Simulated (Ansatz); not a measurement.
# Be2Cl3: the cost of one run

Computed with Ansatz 0.2.0 (DFT PBE, scalar-relativistic, plane waves, PAW, unless a step's input says otherwise).

## 1. The structure to begin with

Symmetry: P-3m1, No. 164, trigonal system. The conventional cell has a = 4.069 Å, b = 4.069 Å, c = 6.331 Å, α = 90.00°, β = 90.00°, γ = 120.00°. Be (site symmetry 3m) is surrounded by 7 Cl at 2.45 to 2.82 Å. Cl (site symmetry -3m) is surrounded by 6 Be at 2.82 Å. Cl (site symmetry 3m) has 4 Be at 2.45 to 2.53 Å as nearest neighbours.

Structure file:

```
CELL_PARAMETERS angstrom
4.06937 0.00000 0.00000
-2.03468 3.52417 0.00000
0.00000 0.00000 6.33127
ATOMIC_POSITIONS crystal
Be 0.33333 0.66667 0.24500
Be 0.66667 0.33333 0.75500
Cl 0.00000 0.00000 0.00000
Cl 0.33333 0.66667 0.64500
Cl 0.66667 0.33333 0.35500
```

(A quick probe on a coarse mesh, which set the mesh and smearing, is not shown.)

## 3. A loose first relaxation

input.yaml reads:

```yaml
crystal:
  lattice:
    - [4.0693660703, 0.0, 0.0]
    - [-2.0346830351, 3.5241743942, 0.0]
    - [0.0, 0.0, 6.3312725916]
  atoms:
    - { symbol: Be, position: [0.3333333333, 0.6666666667, 0.245] }
    - { symbol: Be, position: [0.6666666667, 0.3333333333, 0.755] }
    - { symbol: Cl, position: [0.0, 0.0, 0.0] }
    - { symbol: Cl, position: [0.3333333333, 0.6666666667, 0.645] }
    - { symbol: Cl, position: [0.6666666667, 0.3333333333, 0.355] }
basis:
  ecutwfc: 420
kpoints:
  mp_grid: { grid: [6, 6, 4] }
hamiltonian:
  xc: pbe
scf:
  occupations: { method: gaussian, width: 0.1 }
  lower_state_search: "off"
output:
  forces: true
  stress: true
  eigenvalues: true
relax:
  adjacent_minimum: "off"
  f_tol: 0.04
  max_steps: 70
  cell: { stress_tol: 0.4 }
```

Started as:

```bash
$ ansatz run input.yaml --threads 1 --pin off --max-ram 2560MiB --backend cpu --events-out ev --progress --plain --runs-dir out
```

**Question.** How long does this run take on 1 thread of Arm Neoverse V2, shared host, and how much memory does it need?

About 40 s, with a peak of 0.35 GiB.
